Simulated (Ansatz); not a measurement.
# PtSe2: a single-point run

The task is a single-point run on PtSe2. The structure is shown as the input types it.

Method: density functional or hybrid calculation with the settings of its input, plane waves (as first typed), in Ansatz 0.2.0.

1 further run of the same task is left out (for a known fault of the program).

## 1. The structure to begin with

It takes space group P-3m1 (No. 164, trigonal). Conventional cell: a = 3.729 Å, b = 3.729 Å, c = 5.277 Å, α = 90.00°, β = 90.00°, γ = 120.00°. Around Pt (site symmetry -3m) lie 6 Se at 2.51 Å. Se (site symmetry 3m) has 3 Pt at 2.51 Å as nearest neighbours.

The input asks for a charge of -0.05 e on the cell.

Structure file:

```
CELL_PARAMETERS angstrom
3.72865 0.00000 0.00000
-1.86433 3.22911 0.00000
0.00000 0.00000 5.27716
ATOMIC_POSITIONS crystal
Pt 0.00000 0.00000 0.00000
Se 0.33333 0.66667 0.24622
Se 0.66667 0.33333 0.75378
```

## 2. Running it

input.yaml

```yaml
crystal:
  lattice:
    - [3.7286503718, 0.0, 0.0]
    - [-1.8643251859, 3.2291059439, 0.0]
    - [0.0, 0.0, 5.2771565663]
  atoms:
    - { symbol: Pt, position: [0.0, 0.0, 0.0] }
    - { symbol: Se, position: [0.3333333333, 0.6666666667, 0.2462188986] }
    - { symbol: Se, position: [0.6666666667, 0.3333333333, 0.7537811014] }
kpoints:
  mp_grid: { grid: [6, 6, 4] }
hamiltonian:
  xc: pbe
scf:
  occupations: { method: fermi_dirac, width: 0.02 }
  n_extra_bands: 4
  max_iter: 75
output:
  forces: true
  stress: true
  eigenvalues: true
total_charge: -0.05
```

Command:

```sh
$ ansatz run input.yaml --threads 4 --pin off --max-ram 3686MiB --backend cpu --events-out ev --progress --plain --runs-dir out
```

Q: Will this input give a usable result? If not, why, and what should change?

The program finished normally. Convergence says nothing about whether the input makes sense.

In the input, total_charge is -0.05. The net charge is not the one intended, so the run treats another number of electrons.

The test: delete total_charge (the default then holds).
